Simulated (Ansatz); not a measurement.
# HfSi3O8: the cost of one run

Program: Ansatz 0.2.0. Level of theory: DFT PBE, scalar-relativistic, plane waves, PAW. These are calculated values, not measurements.

**1. The structure to begin with**

It takes space group P-4m2 (No. 115, tetragonal). The conventional cell has a = 5.501 Å, b = 5.501 Å, c = 7.986 Å, α = 90.00°, β = 90.00°, γ = 90.00°. Around Hf (site symmetry -4m2) lie 4 O at 1.93 Å. Si (site symmetry 2mm) has 4 O at 1.62 to 1.63 Å in its first shell of neighbours. Si (site symmetry -4m2) is surrounded by 4 O at 1.63 Å. O (site symmetry m) is surrounded by 1 Si at 1.62 Å and 1 Hf at 1.93 Å. Around O (site symmetry m) lie 2 Si at 1.63 Å.

As a file:

```xyz
12
Lattice="5.5015 0.0000 0.0000 0.0000 5.5015 0.0000 0.0000 0.0000 7.9864" Properties=species:S:1:pos:R:3 pbc="T T T"
Hf    0.0000    0.0000    3.9932
Si    2.7507    0.0000    6.2237
Si    0.0000    2.7507    1.7627
Si    2.7507    2.7507    0.0000
O     4.0368    0.0000    5.2440
O     1.3702    2.7507    0.8712
O     1.4647    0.0000    5.2440
O     4.1313    2.7507    0.8712
O     0.0000    1.4647    2.7424
O     2.7507    4.1313    7.1152
O     0.0000    4.0368    2.7424
O     2.7507    1.3702    7.1152
```

The start is the relaxed end of an invented cell (made as: elements ordered on the sites of the SiO2 type, Hf/Si on Si (P-4m2, No. 115)), taken up again for a closer look.

**2. Probe: one point on a coarse mesh**

input.yaml reads:

```yaml
crystal:
  lattice:
    - [5.5014551, 0.0, 0.0]
    - [0.0, 5.5014551, 0.0]
    - [0.0, 0.0, 7.9863852]
  atoms:
    - { symbol: Hf, position: [0.0, 0.0, 0.5] }
    - { symbol: Si, position: [0.5, 0.0, 0.77929] }
    - { symbol: Si, position: [0.0, 0.5, 0.22071] }
    - { symbol: Si, position: [0.5, 0.5, 0.0] }
    - { symbol: O, position: [0.733765, 0.0, 0.65662] }
    - { symbol: O, position: [0.249062, 0.5, 0.109085] }
    - { symbol: O, position: [0.266235, 0.0, 0.65662] }
    - { symbol: O, position: [0.750938, 0.5, 0.109085] }
    - { symbol: O, position: [0.0, 0.266235, 0.34338] }
    - { symbol: O, position: [0.5, 0.750938, 0.890915] }
    - { symbol: O, position: [0.0, 0.733765, 0.34338] }
    - { symbol: O, position: [0.5, 0.249062, 0.890915] }
basis:
  ecutwfc: 420
kpoints:
  mp_grid: { grid: [4, 4, 2] }
hamiltonian:
  xc: pbe
scf:
  occupations: { method: gaussian, width: 0.1 }
  lower_state_search: "off"
output:
  forces: true
  stress: true
  eigenvalues: true
```

Run with:

```
$ ansatz run input.yaml --threads 4 --pin off --max-ram 8192MiB --backend cpu --events-out ev --progress --plain --runs-dir out
```

What time and memory should one allow on 4 threads of Arm Neoverse V1, shared host?

About 3.5 s, with a peak of 0.62 GiB.
